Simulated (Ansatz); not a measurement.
# BSiH3BrOF (SMILES OB(F)[SiH2]Br) at CCSDT(Q)/B/STO-6G (density fitting with def2-universal-jkfit, def2-SVP-rifit for correlation)

What is the energy difference between two shapes of BSiH3BrOF at CCSDT(Q)/B/STO-6G (density fitting with def2-universal-jkfit, def2-SVP-rifit for correlation)? 

The calculation is run with Ansatz 0.2.0.

**1. Starting point**

The species is BSiH3BrOF (8 atoms), meant as a singlet with charge 0. SMILES: `OB(F)[SiH2]Br`. The shape is that of a PBE0-D4/def2-TZVP optimisation. This is one conformer, not always the lowest.

Bond lengths: O1–B2 1.342 Å, B2–F3 1.327 Å, B2–Si4 2.036 Å, Si4–Br5 2.245 Å, O1–H6 0.964 Å, Si4–H7 1.483 Å, Si4–H8 1.483 Å. Angles: O1–B2–F3 117.5°, O1–B2–Si4 122.3°, F3–B2–Si4 120.2°, B2–Si4–Br5 105.0°, B2–O1–H6 112.9°, B2–Si4–H7 113.7°, B2–Si4–H8 113.7°, Br5–Si4–H7 107.4°, Br5–Si4–H8 107.4°, H7–Si4–H8 109.1°.

**2. A single-point energy at CCSDT(Q)/B/STO-6G (density fitting with def2-universal-jkfit, def2-SVP-rifit for correlation)**

job.yaml

```yaml
basis:
  gaussian:
    orbitals: STO-6G.json
    fitting: {mean_field: def2-universal-jkfit, correlation: def2-SVP-rifit.json}
crystal:
  periodic: [false, false, false]
  atoms:
    - {symbol: O, position_ang: [0.941700, 0.833400, 1.457300]}
    - {symbol: B, position_ang: [0.780700, -0.286000, 0.734800]}
    - {symbol: F, position_ang: [1.516600, -1.339300, 1.065700]}
    - {symbol: Si, position_ang: [-0.532800, -0.401000, -0.816500]}
    - {symbol: Br, position_ang: [-1.485000, 1.629100, -0.924300]}
    - {symbol: H, position_ang: [0.375800, 1.555500, 1.160500]}
    - {symbol: H, position_ang: [0.113200, -0.658700, -2.126800]}
    - {symbol: H, position_ang: [-1.618200, -1.390200, -0.606500]}
correlation: {method: ccsdt_q_b}
```

The basis set STO-6G is read from a file made from the Basis Set Exchange's data (not shown).

The run is started by

```
$ ansatz run job.yaml --threads 1 --pin off --max-ram 2610MiB --events-out events.jsonl --progress --plain --runs-dir runs
```

Log, cut to the lines that bear on the results:

```text
Warning: RAYON_NUM_THREADS=1 ignored (pool sized by the plan → 1); use --threads N
Functional definition: HF
  name "HF"
[...]
677 factors; integrals over basis functions are off by at most 5.3e-3 eV
375 factors; integrals over basis functions are off by at most 1.2e2 eV
[...]
mean field -82929.20240312 eV, -3047.5919768824 hartree, gradient 2.1e-6 eV, S^2 0.000000; 0 other end points of the search recorded, 0 dependent functions left out
17 core orbitals not correlated: weight in the atoms' cores, before any rotation towards them, 1.000 or more for the frozen orbitals, at most 0.000 for the correlated occupied ones
reference -82929.20240312 eV, -3047.5919768824 hartree; 20, 20 occupied and 8, 8 virtual orbitals, 375 factors
second order -3.84514822 eV of doubles, -0.00000000 eV of singles
cycle   1  -4.34304451 eV  change   -5.0e-1 eV  update   1.1e-1
[...]
cycle  14  -5.00615225 eV  change    8.3e-7 eV  update   1.0e-6
perturbative correction 0.00649825 eV, 0.0002388064 hartree
Total energy: -82934.20205712 eV, -3047.7757107780 hartree
```

It took 6.9 s on 1 thread of Arm Neoverse V2, shared host.

**3. The distorted shape, same level**

job.yaml

```yaml
basis:
  gaussian:
    orbitals: STO-6G.json
    fitting: {mean_field: def2-universal-jkfit, correlation: def2-SVP-rifit.json}
crystal:
  periodic: [false, false, false]
  atoms:
    - {symbol: O, position_ang: [0.861534, 0.823506, 1.469016]}
    - {symbol: B, position_ang: [0.748375, -0.257111, 0.662085]}
    - {symbol: F, position_ang: [1.534468, -1.309887, 1.060287]}
    - {symbol: Si, position_ang: [-0.525545, -0.405430, -0.767328]}
    - {symbol: Br, position_ang: [-1.454115, 1.646200, -0.877768]}
    - {symbol: H, position_ang: [0.411914, 1.593005, 1.105177]}
    - {symbol: H, position_ang: [0.076782, -0.646467, -2.181471]}
    - {symbol: H, position_ang: [-1.632384, -1.390200, -0.618926]}
correlation: {method: ccsdt_q_b}
```

The basis set STO-6G is read from a file made from the Basis Set Exchange's data (not shown).

The run is started by

```
$ ansatz run job.yaml --threads 1 --pin off --max-ram 2610MiB --events-out events.jsonl --progress --plain --runs-dir runs
```

Log, cut to the lines that bear on the results:

```text
Warning: RAYON_NUM_THREADS=1 ignored (pool sized by the plan → 1); use --threads N
Functional definition: HF
  name "HF"
[...]
677 factors; integrals over basis functions are off by at most 5.8e-3 eV
375 factors; integrals over basis functions are off by at most 1.2e2 eV
[...]
mean field -82928.80431729 eV, -3047.5773474981 hartree, gradient 1.5e-6 eV, S^2 0.000000; 0 other end points of the search recorded, 0 dependent functions left out
17 core orbitals not correlated: weight in the atoms' cores, before any rotation towards them, 0.999 or more for the frozen orbitals, at most 0.000 for the correlated occupied ones
reference -82928.80431729 eV, -3047.5773474981 hartree; 20, 20 occupied and 8, 8 virtual orbitals, 375 factors
second order -3.91476851 eV of doubles, -0.00000000 eV of singles
cycle   1  -4.42231701 eV  change   -5.1e-1 eV  update   1.2e-1
[...]
cycle  14  -5.12288644 eV  change    9.9e-7 eV  update   1.7e-6
perturbative correction 0.00670075 eV, 0.0002462479 hartree
Total energy: -82933.92050299 eV, -3047.7653638544 hartree
```

Wall time 6.9 s (1 thread of Arm Neoverse V2, shared host).

**4. Results**

Level: CCSDT(Q)/B/STO-6G (density fitting with def2-universal-jkfit, def2-SVP-rifit for correlation), 17 core orbitals frozen.

| quantity | value |
| --- | --- |
| first shape: total energy | -3047.77571 Eh |
| first shape: correlation energy (17 core orbitals frozen) | -183.7 mEh |
| first shape: T1 diagnostic | 0.012 |
| distorted shape: total energy | -3047.76536 Eh |
| distorted shape: correlation energy (17 core orbitals frozen) | -188.0 mEh |
| distorted shape: T1 diagnostic | 0.013 |
| energy change with the atoms displaced | 0.282 eV |

With the atoms displaced the energy rises by 0.28 eV (6.5 kcal/mol). The first shape isn't relaxed at this level, so the change isn't measured from a minimum. The minimal basis adds a large error of its own.
